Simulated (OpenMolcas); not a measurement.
# Pt⁶⁺ among point charges: CASSCF and CASPT2 levels and susceptibility, part 2 of 2

Aim: the splitting of the states of Pt⁶⁺ in the field of 6 point charges, its lowest levels with spin-orbit coupling and its magnetic susceptibility.

OpenMolcas 26.06; ANO-RCC-VDZP, DKH2, active space 4 electrons in 5 orbitals (5d), orbitals: per spin and parity. Surroundings: 6 point charges of -1.36 e arranged as a tetragonal octahedron (D4h), 1.99 Å from the ion, with the axial distance 2.308 Å.

**7. CASPT2: IPEA 0.25, imaginary shift 0.1 (closed shells correlated: 5s 5p)**

Contents of a.inp:

```
>>> COPY JOB001 $Project.JobIph
&CASPT2
Multistate=5 1 2 3 4 5
NoMult
Frozen=14 16
IPEA=0.25
Imaginary=0.1
MaxIter=60
WThr=0.0 0.3 0.05
PrWF=0.5
NoMix
>>> COPY JOB002 $Project.JobIph
&CASPT2
Multistate=45 1 2 3 4 5 6 7 8 9 10 11 12 13 14 15 16 17 18 19 20 21 22
23 24 25 26 27 28 29 30 31 32 33 34 35 36 37 38 39 40 41 42 43 44 45
NoMult
Frozen=14 16
IPEA=0.25
Imaginary=0.1
MaxIter=60
WThr=0.0 0.3 0.05
PrWF=0.5
NoMix
>>> COPY JOB003 $Project.JobIph
&CASPT2
Multistate=50 1 2 3 4 5 6 7 8 9 10 11 12 13 14 15 16 17 18 19 20 21 22
23 24 25 26 27 28 29 30 31 32 33 34 35 36 37 38 39 40 41 42 43 44 45 46
47 48 49 50
NoMult
Frozen=14 16
IPEA=0.25
Imaginary=0.1
MaxIter=60
WThr=0.0 0.3 0.05
PrWF=0.5
NoMix
```

What it wrote:

```text
Orbital specifications:
      -----------------------

      Symmetry species                           1   2
                                                ag  au
      Frozen orbitals                           14  16
      Inactive orbitals                          1   3
      Active orbitals                            5   0
      Secondary orbitals                         7  13
      Deleted orbitals                           0   0
      Number of basis functions                 27  32
Type of calculation                        SS-CASPT2
      Fock operator                              state-specific
      IPEA shift                                 0.25
      Real shift                                 0.00
      Imaginary shift                            0.10
      The input orbitals will be transformed to quasi-canonical
Reference energy:      -18399.9480793702
      E2 (Non-variational):      -0.1545807732
      Shift correction:          -0.0000523664
      E2 (Variational):          -0.1546331396
      Total energy:          -18400.1027125097
      Residual norm:              0.0000005649
      Reference weight:           0.97308
      Contributions to the CASPT2 correlation energy
      Active & Virtual Only:         -0.0205111302
      One Inactive Excited:          -0.0781460154
      Two Inactive Excited:          -0.0559236276
Reference energy:      -18399.9286241890
      E2 (Non-variational):      -0.1542069151
      Shift correction:          -0.0000521382
      E2 (Variational):          -0.1542590533
      Total energy:          -18400.0828832423
      Residual norm:              0.0000005608
      Reference weight:           0.97316
      Contributions to the CASPT2 correlation energy
      Active & Virtual Only:         -0.0203615766
      One Inactive Excited:          -0.0780253287
      Two Inactive Excited:          -0.0558200098
::    CASPT2 Root  1     Total energy: -18400.10271251
::    CASPT2 Root  2     Total energy: -18400.08288324
::    CASPT2 Root  3     Total energy: -18400.07922186
::    CASPT2 Root  4     Total energy: -18400.07050360
::    CASPT2 Root  5     Total energy: -18400.07050360
Orbital specifications:
      -----------------------

      Symmetry species                           1   2
                                                ag  au
      Frozen orbitals                           14  16
      Inactive orbitals                          1   3
      Active orbitals                            5   0
      Secondary orbitals                         7  13
      Deleted orbitals                           0   0
      Number of basis functions                 27  32
Type of calculation                        SS-CASPT2
      Fock operator                              state-specific
      IPEA shift                                 0.25
      Real shift                                 0.00
      Imaginary shift                            0.10
      The input orbitals will be transformed to quasi-canonical
Reference energy:      -18399.8518182012
      E2 (Non-variational):      -0.1572956694
      Shift correction:          -0.0000557790
      E2 (Variational):          -0.1573514483
      Total energy:          -18400.0091696495
      Residual norm:              0.0000002349
      Reference weight:           0.97243
      Contributions to the CASPT2 correlation energy
      Active & Virtual Only:         -0.0212805126
      One Inactive Excited:          -0.0812509290
      Two Inactive Excited:          -0.0547642278
Reference energy:      -18399.8518182012
      E2 (Non-variational):      -0.1572956739
      Shift correction:          -0.0000557790
      E2 (Variational):          -0.1573514529
      Total energy:          -18400.0091696541
      Residual norm:              0.0000002349
      Reference weight:           0.97243
      Contributions to the CASPT2 correlation energy
      Active & Virtual Only:         -0.0212805193
      One Inactive Excited:          -0.0812509267
      Two Inactive Excited:          -0.0547642278
::    CASPT2 Root  1     Total energy: -18400.00916965
::    CASPT2 Root  2     Total energy: -18400.00916965
::    CASPT2 Root  3     Total energy: -18400.00564280
::    CASPT2 Root  4     Total energy: -18400.00486285
::    CASPT2 Root  5     Total energy: -18399.99808552
::    CASPT2 Root  6     Total energy: -18399.99463821
::    CASPT2 Root  7     Total energy: -18399.99463821
::    CASPT2 Root  8     Total energy: -18399.99594049
::    CASPT2 Root  9     Total energy: -18399.99299626
::    CASPT2 Root 10     Total energy: -18399.99299627
::    CASPT2 Root 11     Total energy: -18399.98916028
::    CASPT2 Root 12     Total energy: -18399.99053946
::    CASPT2 Root 13     Total energy: -18399.98573964
::    CASPT2 Root 14     Total energy: -18399.98231403
::    CASPT2 Root 15     Total energy: -18399.98231403
::    CASPT2 Root 16     Total energy: -18399.98474453
::    CASPT2 Root 17     Total energy: -18399.97848170
::    CASPT2 Root 18     Total energy: -18399.97501564
::    CASPT2 Root 19     Total energy: -18399.97501563
::    CASPT2 Root 20     Total energy: -18399.97438335
::    CASPT2 Root 21     Total energy: -18399.97438336
::    CASPT2 Root 22     Total energy: -18399.97361144
::    CASPT2 Root 23     Total energy: -18399.97061088
::    CASPT2 Root 24     Total energy: -18399.96827428
::    CASPT2 Root 25     Total energy: -18399.96524077
::    CASPT2 Root 26     Total energy: -18399.96524077
::    CASPT2 Root 27     Total energy: -18399.96167137
::    CASPT2 Root 28     Total energy: -18399.96163788
::    CASPT2 Root 29     Total energy: -18399.95504231
::    CASPT2 Root 30     Total energy: -18399.95504231
Orbital specifications:
      -----------------------

      Symmetry species                           1   2
                                                ag  au
      Frozen orbitals                           14  16
      Inactive orbitals                          1   3
      Active orbitals                            5   0
      Secondary orbitals                         7  13
      Deleted orbitals                           0   0
      Number of basis functions                 27  32
Type of calculation                        SS-CASPT2
      Fock operator                              state-specific
      IPEA shift                                 0.25
      Real shift                                 0.00
      Imaginary shift                            0.10
      The input orbitals will be transformed to quasi-canonical
Reference energy:      -18399.8060838399
      E2 (Non-variational):      -0.1584595178
      Shift correction:          -0.0000563603
      E2 (Variational):          -0.1585158781
      Total energy:          -18399.9645997180
      Residual norm:              0.0000001789
      Reference weight:           0.97200
      Contributions to the CASPT2 correlation energy
      Active & Virtual Only:         -0.0197615039
      One Inactive Excited:          -0.0871933970
      Two Inactive Excited:          -0.0515046168
Reference energy:      -18399.8055026666
      E2 (Non-variational):      -0.1594232746
      Shift correction:          -0.0000561073
      E2 (Variational):          -0.1594793819
      Total energy:          -18399.9649820486
      Residual norm:              0.0000001773
      Reference weight:           0.97189
      Contributions to the CASPT2 correlation energy
      Active & Virtual Only:         -0.0203258802
      One Inactive Excited:          -0.0864960695
      Two Inactive Excited:          -0.0526013250
::    CASPT2 Root  1     Total energy: -18399.96459972
::    CASPT2 Root  2     Total energy: -18399.96498205
::    CASPT2 Root  3     Total energy: -18399.96498204
::    CASPT2 Root  4     Total energy: -18399.96215465
::    CASPT2 Root  5     Total energy: -18399.95639356
::    CASPT2 Root  6     Total energy: -18399.95552273
::    CASPT2 Root  7     Total energy: -18399.95552273
::    CASPT2 Root  8     Total energy: -18399.95432196
::    CASPT2 Root  9     Total energy: -18399.95226045
::    CASPT2 Root 10     Total energy: -18399.94462567
::    CASPT2 Root 11     Total energy: -18399.94481789
::    CASPT2 Root 12     Total energy: -18399.94721242
::    CASPT2 Root 13     Total energy: -18399.94721243
::    CASPT2 Root 14     Total energy: -18399.94010429
::    CASPT2 Root 15     Total energy: -18399.93771244
::    CASPT2 Root 16     Total energy: -18399.93380793
::    CASPT2 Root 17     Total energy: -18399.93380793
::    CASPT2 Root 18     Total energy: -18399.93534468
::    CASPT2 Root 19     Total energy: -18399.93516939
::    CASPT2 Root 20     Total energy: -18399.92231299
::    CASPT2 Root 21     Total energy: -18399.91985304
::    CASPT2 Root 22     Total energy: -18399.91985304
::    CASPT2 Root 23     Total energy: -18399.91828101
::    CASPT2 Root 24     Total energy: -18399.91531376
::    CASPT2 Root 25     Total energy: -18399.90808168
::    CASPT2 Root 26     Total energy: -18399.90808171
::    CASPT2 Root 27     Total energy: -18399.90643803
::    CASPT2 Root 28     Total energy: -18399.90727250
::    CASPT2 Root 29     Total energy: -18399.89877307
::    CASPT2 Root 30     Total energy: -18399.89617981
```

This run: 8.1 s of run time, 1 thread of Arm Neoverse V1, shared host.

SS-CASPT2: lowest energy less the reference's lowest, -0.1546 hartree; reference weights 0.964 to 0.973.

States without spin-orbit coupling:

```
state  degeneracy  E (cm-1)  free-ion L (%)
  5B1           1         0         D (100)
  5B2           1      4352         D (100)
  5A1           1      5156         D (100)
   5E           2      7069         D (100)
   3E           2     20530          H (69)
  3A2           1     21304          H (81)
  3B1           1     21476          H (85)
  3A1           1     22963          H (82)
  3A2           1     23434          P (52)
   3E           2     23720          H (67)
   3E           2     24080          H (46)
  3B1           1     24619          F (84)
  3B2           1     24922          H (90)
  3A2           1     25673          H (57)
  3B2           1     25891          F (76)
   3E           2     26424          H (49)
  3A1           1     27266          G (80)
   3E           2     28026          F (62)
   3E           2     28165          G (69)
  3B1           1     28334          G (71)
  3A1           1     28993          G (99)
  3A2           1     29506          P (36)
   3E           2     30172          G (55)
   1E           2     30228          I (80)
```

With spin-orbit coupling:

| E (cm-1) | Degeneracy | Label | 2S+1 | g |
| --- | --- | --- | --- | --- |
| 0 | 1 | A1 | 5 |  |
| 6470 | 1 | A2 | 5 |  |
| 8490 | 2 | E | 5 | 0.00 0.00 1.83 |
| 12810 | 1 | B1 | 5 |  |
| 13430 | 1 | A1 | 5 |  |
| 13920 | 2 | E | 5 | 0.00 0.00 2.01 |
| 15510 | 1 | B2 | 5 |  |
| 17760 | 2 | E | 5 | 0.00 0.00 6.12 |
| 17980 | 1 | B1 | 5 |  |
| 18810 | 1 | B2 | 5 |  |
| 19390 | 1 | A2 | 5 |  |
| 19830 | 1 | A1 | 5 |  |
| 19830 | 2 | E | 5 | 0.00 0.00 3.14 |
| 20490 | 1 | A2 | 5 |  |
| 21150 | 1 | B2 | 3 |  |
| 21400 | 1 | A1 | 3 |  |
| 21410 | 2 | E | 3 | 0.00 0.00 1.44 |
| 21620 | 1 | B1 | 5 |  |
| 22040 | 2 | E | 5 | 0.00 0.00 7.32 |
| 27490 | 1 | A1 | 3 |  |
| 29500 | 2 | E | 3 | 0.00 0.00 5.35 |
| 30020 | 1 | B2 | 3 |  |
| 30370 | 1 | B1 | 3 |  |
| 30380 | 1 | A1 | 3 |  |

Powder χT (cm³ K/mol): 0.00 at 2 K, 0.00 at 5 K, 0.00 at 10 K, 0.00 at 20 K, 0.01 at 50 K, 0.01 at 100 K, 0.02 at 150 K, 0.02 at 200 K, 0.03 at 250 K, 0.03 at 300 K.

**8. The methods side by side**

A. CASSCF
B. SS-CASPT2, IPEA 0.25, imaginary shift 0.1 (closed shells correlated: 5s 5p)

```
method  ground state  first state of that spin (cm-1)  first gap with spin-orbit (cm-1)  χT at 300 K
     A           5B1                         5B2 4270                            6039.4         0.04
     B           5B1                         5B2 4352                            6469.5         0.03
```

**9. Outcome**

What follows sums up all 2 parts.

```
                                            quantity                                                                        value
                                              method  SS-CASPT2, IPEA 0.25, imaginary shift 0.1 (closed shells correlated: 5s 5p)
                              spin-free ground state                                              5B1, 1-fold in its orbital part
first state of the same spin within the active space                                                             5B2 at 4350 cm⁻¹
                                        lowest level                                                                    1-fold A1
                                          next level                                                                  6469.5 cm⁻¹
                                         χT at 300 K                                                               0.03 cm³ K/mol
                           effective moment at 300 K                                                                      0.51 μB
```

Cost by method:

| method | time of its own steps | time with the reference |
| --- | --- | --- |
| A. CASSCF | 24 s | 24 s |
| B. SS-CASPT2, IPEA 0.25, imaginary shift 0.1, +5s 5p | 8.1 s | 32 s |

Times are of one thread on a shared host.

**Reading.** The spin-free ground state (5B1) comes to 100 % from free-ion D terms and keeps the highest spin of the shell. χT at 300 K is 0.03, against 3.01 cm³ K/mol for the spin alone, so spin-orbit coupling lowers it. An active space of the d shell alone favours high spin; real ions in strong fields can be low spin. The field of point charges can differ much from that of real complexes. With metal d orbitals alone active, the gaps between spin states are rough; where two lie within a few thousand cm-1, their order is open. Point charges carry no covalency, so the field is a model and not that of real ligands.
